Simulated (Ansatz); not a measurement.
Ta on several prototypes: a ranking of structure types by relaxed energy, run with the Python package of Ansatz (0.2.0).

`prototypes_ta.py`
```python
'''Ta on common prototypes, each relaxed.'''

import ansatz as az
import numpy as np
import pandas as pd
import spglib


def diamond(first, a):
    return (
        az.Lattice.fcc(a)
        .space_group(227, origin_choice=1)
        .atom(first, (0, 0, 0))
        .primitive()
    )


def bcc(a_site, a):
    return (
        az.Lattice.bcc(a)
        .space_group(229)
        .atom(a_site, (0, 0, 0))
        .primitive()
    )


def sc(first, a):
    return (
        az.Lattice.cubic(a)
        .space_group(221)
        .atom(first, (0, 0, 0))
    )


def hcp(A, a):
    return (
        az.Lattice.from_parameters(a, a, 1.633 * a, alpha=90, beta=90, gamma=120)
        .space_group(194)
        .atom(A, (1 / 3, 2 / 3, 0.25))
    )


def run_phase(name, crystal, relax=True):
    calc = (
        crystal.calculation()
        .basis(21 * az.Ha)
        .functional('r2scan')
        .kpoints(spacing=0.16)
        .occupations('cold', width=0.05)
        .stress()
        .band_table()
    )
    if relax:
        calc = calc.relax(force_tolerance=0.01, cell=True)
    return calc.run(threads=1)

def bulk_modulus(name, outcome, step=0.015):
    # B = -V dP/dV from the pressures of two uniformly scaled cells, atoms held at their fractions
    pressure = []
    for factor in (1 - step, 1.0, 1 + step):
        cell = az.Crystal(lattice=az.Lattice.of(outcome.lattice.cell_ang * factor ** (1 / 3)))
        for site in outcome.report['lattice']['sites']:
            cell = cell.atom(site['symbol'], site['position_frac'])
        pressure.append(np.trace(run_phase(name, cell, relax=False).report['stress_gpa']) / 3)
    slope, bend = (pressure[0] - pressure[2]) / (2 * step), abs(pressure[0] + pressure[2] - 2 * pressure[1])
    # a jump of mesh or basis between the cells shows as a kink: no modulus then
    return float(slope) if bend < 12 * step**2 * abs(slope) + 0.15 and abs(pressure[1]) < 1.5 else float('nan')


def volume_per_atom(outcome):
    return abs(np.linalg.det(outcome.lattice.cell_ang)) / len(outcome.lattice.sites)


def space_group(outcome):
    sites = outcome.report['lattice']['sites']
    kinds = sorted({site['symbol'] for site in sites})
    cell = (outcome.lattice.cell_ang, [site['position_frac'] for site in sites], [kinds.index(site['symbol']) for site in sites])
    return spglib.get_spacegroup(cell, symprec=0.01)

# starting lattice constants are rough guesses; the relaxation finds the rest
phases = {}
phases['diamond'] = diamond('Ta', 5.72)
phases['bcc'] = bcc('Ta', 3.3)
phases['sc'] = sc('Ta', 2.71)
phases['hcp'] = hcp('Ta', 2.94)

done = {name: run_phase(name, crystal) for name, crystal in phases.items()}

energy = {name: o.report['energy_sigma0_ev'] / len(o.lattice.sites) for name, o in done.items()}
lowest = min(energy.values())
rows = [(name, len(o.lattice.sites), 1000 * (energy[name] - lowest), volume_per_atom(o), space_group(o), bulk_modulus(name, o)) for name, o in done.items()]
rows.sort(key=lambda row: row[2])
print(pd.DataFrame(rows, columns=['phase', 'atoms', 'dE (meV/atom)', 'V (A^3/atom)', 'space group', 'B (GPa)']).round(4).to_string(index=False))
```

Which of these structures comes out lowest, and how far apart are they?

By space group at the end of each run: Im-3m (+0 meV an atom, 18.1 Å³), P6_3/mmc (+304 meV an atom, 18.5 Å³), Pm-3m (+1203 meV an atom, 20.4 Å³) and Fd-3m (+3129 meV an atom, 27.8 Å³).

The output:

```console
$ python prototypes_ta.py
  phase  atoms  dE (meV/atom)  V (A^3/atom)    space group  B (GPa)
    bcc      1         0.0000       18.0592    Im-3m (229) 192.0364
    hcp      2       304.3075       18.4933 P6_3/mmc (194) 198.3214
     sc      1      1202.9222       20.4010    Pm-3m (221) 153.0024
diamond      2      3129.2464       27.7537    Fd-3m (227)  69.7220
```

Reading the output:
- Pressure is positive in compression.
- Spin-orbit coupling, which matters for elements this heavy, is left out.
- The cells are built on prototypes, so most aren't the phase found in nature. Rows bear the name of their start, and a relaxation keeps or raises the symmetry. Differences under 10 to 15 meV an atom lie within the error of mesh and functional.
- Timing: 2.4 min on 1 thread of Intel(R) Xeon(R) 6975P-C (Granite Rapids), with other jobs on the host, peak memory 0.83 GiB.
